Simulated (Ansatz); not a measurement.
**SiGeH3 (doublet): the correlation ladder, cc-pVDZ**

Aim: climb from Hartree-Fock through coupled cluster for SiGeH3 (doublet) at one geometry and basis, and see what each rung misses.

Computed with Ansatz 0.2.0, Gaussian basis. Level: cc-pVDZ, core rule «outside noble gas», up to 19 orbitals frozen.

To be run: UHF; CCSD(T) on ROHF; CCSD(T) on UHF; BCCD(T) on ROHF; CISD; CCSDT(Q) on ROHF; CCSDT(Q) on UHF.

21 further runs of the same task are left out: 9 that didn't finish, 12 set aside as unsound or not needed.

## Step 1: What is computed

The geometry is a PBE0/def2-TZVP stationary point (not a proven minimum). No spin-orbit coupling is included. The filled d shell of Ge may be among the frozen orbitals whatever the setting's name suggests; the logs give the count.

5 atoms, charge 0, spin multiplicity 2.

Atoms are counted from 1 here; the program's logs count them from 0.

Bond lengths: Si1–Ge2 2.420 Å, Ge2–H3 1.550 Å, Ge2–H4 1.543 Å, Ge2–H5 1.543 Å. Angles: Si1–Ge2–H3 102.9°, Si1–Ge2–H4 116.0°, Si1–Ge2–H5 116.0°, H3–Ge2–H4 106.8°, H3–Ge2–H5 106.8°, H4–Ge2–H5 107.6°.

## Step 2: UHF

Contents of in.yaml:

```yaml
crystal:
  periodic: [false, false, false]
  atoms:
    - {symbol: Si, position_ang: [0.006312, -0.000001, 1.781521]}
    - {symbol: Ge, position_ang: [0.001520, 0.000000, -0.638687]}
    - {symbol: H, position_ang: [-1.510450, -0.000015, -0.981329]}
    - {symbol: H, position_ang: [0.612502, 1.244920, -1.315333]}
    - {symbol: H, position_ang: [0.612528, -1.244907, -1.315334]}
basis:
  gaussian: {orbitals: cc-pVDZ}
magnetization: {spin_polarized: true, initial_magnetization: 1}
hamiltonian: {xc: hf}
output: {orbitals: {seedname: orbitals}}
```

Command:

```sh
ansatz run in.yaml --threads 1 --pin off --events-out ev --progress --plain --max-ram 2393MiB
```

Further steps of the session: CCSD(T) on ROHF; CCSD(T) on UHF; BCCD(T) on ROHF; CISD; CCSDT(Q) on ROHF; CCSDT(Q) on UHF.

Before running them: what should the planned runs give, taken together? Wanted: UCCSDT(Q) below the RHF energy; RMP2 from UCCSDT(Q); UMP2 from UCCSDT(Q); RCCSD from UCCSDT(Q); RCCSD(T) from UCCSDT(Q); UCCSD(T) from UCCSDT(Q); RCCSDT(Q) from UCCSDT(Q); T1 diagnostic.

As calculated:

| quantity | value |
| --- | --- |
| UCCSDT(Q) below the RHF energy | -5.8130 eV |
| RMP2 from UCCSDT(Q) | +1366.8 meV |
| UMP2 from UCCSDT(Q) | +1455.3 meV |
| RCCSD from UCCSDT(Q) | +187.4 meV |
| RCCSD(T) from UCCSDT(Q) | +40.0 meV |
| UCCSD(T) from UCCSDT(Q) | +42.0 meV |
| RCCSDT(Q) from UCCSDT(Q) | +0.3 meV |
| levels within 1 kcal/mol (43 meV) | RCCSD(T), UCCSD(T), BCCD(T), RCCSDT, UCCSDT, RCCSDT(Q) |
| T1 diagnostic | 0.018 |

**Reading.** RCCSD(T) misses by +40.0 meV, 0.7 % of the correlation energy. Coupled cluster took another determinant than the lowest Hartree-Fock one. These misses are within one basis, not against nature; the frozen cores of restricted and unrestricted runs differ, which can shift their rows.
